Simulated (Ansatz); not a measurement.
# CH₅Al₂FSe: one species, many methods

An exercise on one series of results from a longer session: the logs are not shown, and one member is left open.

The runs use Ansatz 0.2.0, Gaussian basis; functionals in def2-TZVPP, the program's frozen cores in correlated methods.

The runs, in order: LDA (SPW92), PBE-D4, revPBE-D4, BLYP-D4, r2SCAN-D4, B97M-V, PBE0-D4, B3LYP-D4, r2SCANh-D4, r2SCAN0-D4, HSE06-D4, BHLYP-D4, CAM-B3LYP-D4, LC-ωPBE, ωB97X-V, ωB97M-V, B2PLYP, PBE-QIDH; CCSD(T)/def2-SVP; CCSD(T)/def2-TZVPP; MP2/def2-QZVPP; extrapolation to the limit; RPA on PBE.

## The relaxed structure

An earlier PBE0-D4 in a triple-zeta def2 set relaxation fixed the geometry.

10 atoms, charge 0, spin multiplicity 1.

Atoms are counted from 1 here; the program's logs count them from 0.

Bond lengths: F1–C2 1.362 Å, C2–Al3 1.955 Å, C2–Se4 2.071 Å, C2–H6 1.089 Å, Al3–Se4 2.439 Å, Al3–H7 1.686 Å, Al3–H8 1.568 Å, Se4–Al5 2.451 Å, Al5–H7 1.800 Å, Al5–H9 1.582 Å, Al5–H10 1.579 Å. Angles: F1–C2–Al3 120.3°, F1–C2–Se4 109.4°, F1–C2–H6 109.4°, Al3–C2–Se4 74.5°, Al3–C2–H6 126.8°, Se4–C2–H6 106.8°, C2–Al3–Se4 54.9°, C2–Al3–H7 105.1°, C2–Al3–H8 136.4°, Se4–Al3–H7 93.9°, Se4–Al3–H8 130.9°, H7–Al3–H8 116.2°, C2–Se4–Al3 50.6°, C2–Se4–Al5 89.2°, Al3–Se4–Al5 69.4°, Se4–Al5–H7 90.7°, Se4–Al5–H9 113.2°, Se4–Al5–H10 111.1° and more.

The first run:

File in.yaml:

```yaml
crystal:
  periodic: [false, false, false]
  atoms:
    - {symbol: F, position_ang: [-2.312316, -1.525906, 0.706615]}
    - {symbol: C, position_ang: [-1.273085, -0.647453, 0.655771]}
    - {symbol: Al, position_ang: [0.494155, -1.242323, 0.067181]}
    - {symbol: Se, position_ang: [-1.065717, 0.063201, -1.278130]}
    - {symbol: Al, position_ang: [0.802902, 1.460264, -0.528548]}
    - {symbol: H, position_ang: [-1.495295, 0.212930, 1.285962]}
    - {symbol: H, position_ang: [1.517380, 0.066361, 0.357907]}
    - {symbol: H, position_ang: [1.192669, -2.617260, -0.215148]}
    - {symbol: H, position_ang: [0.419591, 2.424194, 0.665344]}
    - {symbol: H, position_ang: [1.802816, 1.754789, -1.713952]}
basis:
  gaussian: {orbitals: def2-TZVPP}
hamiltonian: {xc: lda}
output: {orbitals: {seedname: orbitals}}
```

Steps of the session up to this table: LDA; PBE-D4 (GGA); revPBE-D4 (GGA); BLYP-D4 (GGA); r2SCAN-D4 (meta-GGA); B97M-V (meta-GGA); PBE0-D4 (hybrid); B3LYP-D4 (hybrid); r2SCANh-D4 (hybrid); r2SCAN0-D4 (hybrid); HSE06-D4 (hybrid); BHLYP-D4 (hybrid); CAM-B3LYP-D4 (range-separated); LC-ωPBE (range-separated); ωB97X-V (range-separated); ωB97M-V (range-separated); B2PLYP (double hybrid); PBE-QIDH (double hybrid).

One of the session's tables, all rows but one given; the rest of the session is left out.

It belongs to the step «Orbital energies across the functionals». 

| functional | HOMO (eV) | gap (eV) |
| --- | --- | --- |
| LDA (SPW92) | ? | ? |
| PBE-D4 | -6.31 | 4.57 |
| revPBE-D4 | -6.25 | 4.60 |
| BLYP-D4 | -6.16 | 4.54 |
| r2SCAN-D4 | -6.57 | 5.04 |
| B97M-V | -6.67 | 5.09 |
| PBE0-D4 | -7.49 | 6.60 |
| B3LYP-D4 | -7.27 | 6.16 |
| r2SCANh-D4 | -7.01 | 5.80 |
| r2SCAN0-D4 | -7.66 | 6.91 |
| HSE06-D4 | -7.09 | 5.83 |
| BHLYP-D4 | -8.52 | 8.40 |
| CAM-B3LYP-D4 | -8.75 | 8.79 |
| LC-ωPBE | -10.04 | 11.14 |
| ωB97X-V | -9.73 | 10.71 |
| ωB97M-V | -9.59 | 10.28 |

Estimate the missing values for LDA (SPW92).

The run gave: HOMO (eV): -6.45; gap (eV): 4.51. In the column «HOMO (eV)» it lies between r2SCAN-D4 (-6.57) and PBE-D4 (-6.31).
